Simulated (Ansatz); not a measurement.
TaWC2 in Ansatz: the effect of functional

Crystal: TaWC2.

```
W Ta C
1.0
     1.58227    0.91352    5.13541
    -1.58227    0.91352    5.13541
     0.00000   -1.82704    5.13541
W Ta C
1 1 2
Direct
  0.00000 0.00000 0.00000
  0.50000 0.50000 0.50000
  0.25093 0.25093 0.25093
  0.74907 0.74907 0.74907
```

The cell comes from a database or a generator and needn't be the stable form of this composition.

The cell isn't the ideal one: volume scaled by 1.02.

Alike in all runs:

| Item | Value |
| --- | --- |
| Program | Ansatz 0.2.0 |
| Task | single point |
| Potentials or basis | Ansatz PAW |
| k mesh | 10 × 10 × 10 |
| Occupations | fermi-dirac, width 0.05 eV |
| Spin | no spin polarisation |

```csv
functional,cutoff,pressure (GPa),largest force (eV/Å)
LDA,420 eV (not typed: the program's choice for these potentials),-22.5,0.08
r2SCAN,500 eV (not typed: the program's choice for these potentials),?,?
PBE,420 eV (not typed: the program's choice for these potentials),-8.9,0.05
```

Question: What does the run with functional r2SCAN give?

Answer: Pressure -12.3 GPa; largest force 0.01 eV/Å.

Caveats: the PAW data sets come from PBE, with cores solved anew for the run's functional, which leaves a small shift of forces and pressure (some runs).
